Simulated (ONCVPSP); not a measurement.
**Tungsten: generating and testing an ONCV potential**

Task: generate the file, and judge it by its errors in other configurations, its logarithmic derivatives, its ghosts and its cutoff.

Method: ONCVPSP 4.0.1.1 (patched build), PBEsol, scalar-relativistic.

## Step 1: Settings

Typed settings, in words:

| Property | Result |
| --- | --- |
| element | tungsten (W, Z = 74) |
| type | optimised norm-conserving Vanderbilt (ONCV) |
| frozen core | [Xe] 4f14 |
| valence charge | 6 |
| reference configuration | 5d4 6s1.5 6p0.5 |
| partial waves | 6s: rc 2.65 bohr, ncon 5, nbas 8, qcut 2 1/bohr, 2 projectors, debl 3.5 Ha; 6p: rc 2.85 bohr, ncon 5, nbas 9, qcut 2.3 1/bohr, 2 projectors, debl 2.1 Ha; 5d: rc 1.70 bohr, ncon 4, nbas 8, qcut 3.6 1/bohr, 1 projector |
| local potential | polynomial inside 1.65 bohr (lpopt 5, dvloc0 4 Ha) |
| core correction | not asked for |

The nodes and maxima of the atom's own shells, from an earlier all-electron run, set the scale for the radii.

All-electron outer shells of the reference configuration (PBEsol, scalar-relativistic, ld1.x):

```tsv
shell	level (eV)	outermost node (bohr)	outermost maximum (bohr)
5p	-44.05	0.57	1.09
4f	-34.06	–	0.43
6s	-6.30	1.28	2.64
5d	-5.25	0.63	1.49
6p	-1.75	1.53	3.65
```

## Step 2: Generation

W.dat reads:

```
# ATOM AND REFERENCE CONFIGURATION
# atsym  z   nc   nv     iexc    psfile
  W 74.00   12    3  -116133      upf
#
#   n    l    f
    1    0    2.00
    2    0    2.00
    2    1    6.00
    3    0    2.00
    3    1    6.00
    3    2   10.00
    4    0    2.00
    4    1    6.00
    4    2   10.00
    4    3   14.00
    5    0    2.00
    5    1    6.00
    5    2    4.00
    6    0    1.50
    6    1    0.50
#
# PSEUDOPOTENTIAL AND OPTIMIZATION
# lmax
    2
#
#   l,   rc,      ep,       ncon, nbas, qcut
    0    2.65    0.00    5    8    2.00
    1    2.85    0.00    5    9    2.30
    2    1.70    0.00    4    8    3.60
#
# LOCAL POTENTIAL
# lloc, lpopt,  rc(5),   dvloc0
    4    5    1.65    4.00
#
# VANDERBILT-KLEINMAN-BYLANDER PROJECTORs
# l, nproj, debl
    0    2    3.50
    1    2    2.10
    2    1    1.40
#
# MODEL CORE CHARGE
# icmod, fcfact, rcfact
    0    0.00    0.00
#
# LOG DERIVATIVE ANALYSIS
# epsh1, epsh2, depsh
   -2.00    5.00    0.02
#
# OUTPUT GRID
# rlmax, drl
    6.00    0.01
#
# TEST CONFIGURATIONS
# ncnf
    4
# nvcnf
#   n    l    f
    3
    5    2    4.00
    6    0    2.00
    6    1    0.00
#
    3
    5    2    4.00
    6    0    1.00
    6    1    0.00
#
    3
    5    2    4.00
    6    0    0.00
    6    1    0.00
#
    3
    5    2    4.00
    6    0    1.00
    6    1    1.00
#
```

Command:

```console
$ oncvpsp.x < W.dat > W.out
```

**Question.** What will these runs give? Wanted: cutoffs for 1 and 0.1 mHa per electron, occupied waves; bound ghosts; GHOST(+) flags; largest test error; largest phase difference near zero energy, channels read.

As calculated:

| quantity | value |
| --- | --- |
| cutoffs for 1 and 0.1 mHa per electron, occupied waves | 67 Ha and 81 Ha |
| bound ghosts | none found |
| GHOST(+) flags | s at 64 eV, p at 70 eV |
| largest test error (AE − PS) | -5.5 meV, for 5d4 6s1 6p0 |
| largest phase difference near zero energy, channels read | 0.008 rad |

What this shows: The worst unpolarised test, 5d4 6s1 6p0, is off by 5.5 meV on 6.7 eV; by total energies transferability rates as good. The potential is very hard: the looser tolerance needs 67 Ha. At the looser tolerance the 5d wave is the slowest; 6s needs 7 Ha. No bound ghost shows below the valence levels. Near zero energy the phases of the channels with partial waves agree within 0.008 rad. The program also flags highly localised states, GHOST(+) (s, p). These are tests on the free atom; a crystal test is still owed.
